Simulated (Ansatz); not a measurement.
**C₃H₆AlN: up Jacob's ladder to CCSD(T)**

An exercise on one series of results from a longer session: the logs are not shown, and one member is left open.

Computed with Ansatz 0.2.0, Gaussian basis. Level: functionals in def2-TZVPP, the program's frozen cores in correlated methods.

The runs, in order: PBE-D4, r2SCAN-D4, PBE0-D4, B3LYP-D4, ωB97X-V, ωB97M-V, B2PLYP; CCSD(T)/def2-TZVPP; MP2/def2-QZVPP; extrapolation to the limit.

## The relaxed structure

The geometry comes from an earlier relaxation with PBE0-D4 in a triple-zeta def2 set; it is a stationary point, not always the lowest conformer.

SMILES `CC1=[C]([AlH2])N1`, 11 atoms, charge 0, spin multiplicity 1.

Atoms are counted from 1 here; the program's logs count them from 0.

Bond lengths: C1–C2 1.459 Å, C1–H6 1.095 Å, C1–H7 1.094 Å, C1–H8 1.090 Å, C2–C3 1.296 Å, C2–N5 1.426 Å, C3–Al4 1.898 Å, C3–N5 1.581 Å, Al4–H9 1.584 Å, Al4–H10 1.581 Å, N5–H11 1.024 Å. Angles: C2–C1–H6 110.1°, C2–C1–H7 109.2°, C2–C1–H8 111.5°, H6–C1–H7 106.9°, H6–C1–H8 109.3°, H7–C1–H8 109.7°, C1–C2–C3 153.6°, C1–C2–N5 135.6°, C3–C2–N5 70.8°, C2–C3–Al4 158.5°, C2–C3–N5 58.5°, Al4–C3–N5 142.8°, C3–Al4–H9 117.4°, C3–Al4–H10 119.9°, H9–Al4–H10 122.7°, C2–N5–C3 50.7°, C2–N5–H11 109.2°, C3–N5–H11 109.5°.

Set-up of the first run:

in.yaml reads:

```yaml
crystal:
  periodic: [false, false, false]
  atoms:
    - {symbol: C, position_ang: [-1.520640, -1.205647, -0.016165]}
    - {symbol: C, position_ang: [-0.226398, -0.560670, -0.210761]}
    - {symbol: C, position_ang: [0.608898, 0.423029, -0.096494]}
    - {symbol: Al, position_ang: [1.242398, 2.161179, 0.327053]}
    - {symbol: N, position_ang: [0.997018, -0.907171, -0.857043]}
    - {symbol: H, position_ang: [-1.403009, -2.110169, 0.589051]}
    - {symbol: H, position_ang: [-1.915283, -1.522027, -0.986612]}
    - {symbol: H, position_ang: [-2.231672, -0.537165, 0.468731]}
    - {symbol: H, position_ang: [0.190435, 3.202428, 0.891686]}
    - {symbol: H, position_ang: [2.775227, 2.506728, 0.147857]}
    - {symbol: H, position_ang: [1.548323, -1.507415, -0.236606]}
basis:
  gaussian: {orbitals: def2-TZVPP}
hamiltonian: {xc: pbe, dispersion: d4}
output: {forces: true, orbitals: {seedname: orbitals}}
```

On the command line:

```sh
> ansatz run in.yaml --threads 4 --pin off --events-out ev --progress --plain --max-ram 10444MiB
```

Steps of the session up to this table: PBE-D4 (GGA); r2SCAN-D4 (meta-GGA); PBE0-D4 (hybrid); B3LYP-D4 (hybrid); ωB97X-V (range-separated); ωB97M-V (range-separated); B2PLYP (double hybrid); CCSD(T) in def2-TZVPP; MP2 in def2-QZVPP.

One of the session's tables, all rows but one given; the rest of the session is left out.

```
            method  atomisation energy (kcal/mol)
            PBE-D4                          982.7
         r2SCAN-D4                          956.5
           PBE0-D4                          959.8
          B3LYP-D4                              ?
           ωB97X-V                          956.0
           ωB97M-V                          956.1
            B2PLYP                          943.8
     HF/def2-TZVPP                          664.7
    MP2/def2-TZVPP                          941.8
   CCSD/def2-TZVPP                          905.5
CCSD(T)/def2-TZVPP                          923.5
           MP2/CBS                          969.0
       CCSD(T)/CBS                          950.7
```

**Question.** Estimate the row for B3LYP-D4.

**Answer.** atomisation energy (kcal/mol): 955.3. In the column «atomisation energy (kcal/mol)» it lies between CCSD(T)/CBS (950.7) and ωB97X-V (956.0).
